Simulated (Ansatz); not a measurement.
**GaGe under changes of volume**

One of the cells (24.335 Å³/atom); the others are scaled copies at fixed shape and fractional positions:

```
Ge Ga
1.0
     0.00000    2.89784    2.89784
     2.89784    0.00000    2.89784
     2.89784    2.89784    0.00000
Ge Ga
1 1
Direct
  0.00000 0.00000 0.00000
  0.25000 0.25000 0.25000
```

The cell comes from a database or a generator and needn't be the stable form of this composition.

| Property | Result |
| --- | --- |
| Program | Ansatz 0.2.0 |
| Functional | PBE |
| Potentials or basis | Ansatz PAW |
| Cutoff | 420 eV (not typed: the program's choice for these potentials) |
| k mesh | 8 × 8 × 8 |
| Occupations | fermi-dirac, width 0.05 eV |
| Spin | no spin polarisation |

| volume (Å³/atom) | energy over the lowest point (meV/atom) | pressure (GPa) |
| --- | --- | --- |
| 22.875 | 17.32 | 3.8 |
| 23.361 | ? | ? |
| 23.848 | 2.24 | 1.3 |
| 24.335 | 0.00 | 0.2 |
| 24.821 | 0.78 | -0.7 |
| 25.308 | 4.24 | -1.5 |
| 25.795 | 10.12 | -2.3 |

**Question.** What does the run at 23.361 Å³/atom give?

**Answer.** Energy over the lowest point 7.87 meV/atom; pressure 2.5 GPa.

Worked out: A Birch-Murnaghan fit of order 3 (a polynomial in V^(-2/3)) to the other rows has its minimum at 24.44 Å³/atom with B0 = V·E''(V) = 49 GPa and B' = 4.8. It gives 7.88 meV/atom at 23.361 Å³/atom, against the run's 7.87, and -dE/dV = 2.5 GPa, against 2.5.

Energies are extrapolated to zero smearing.
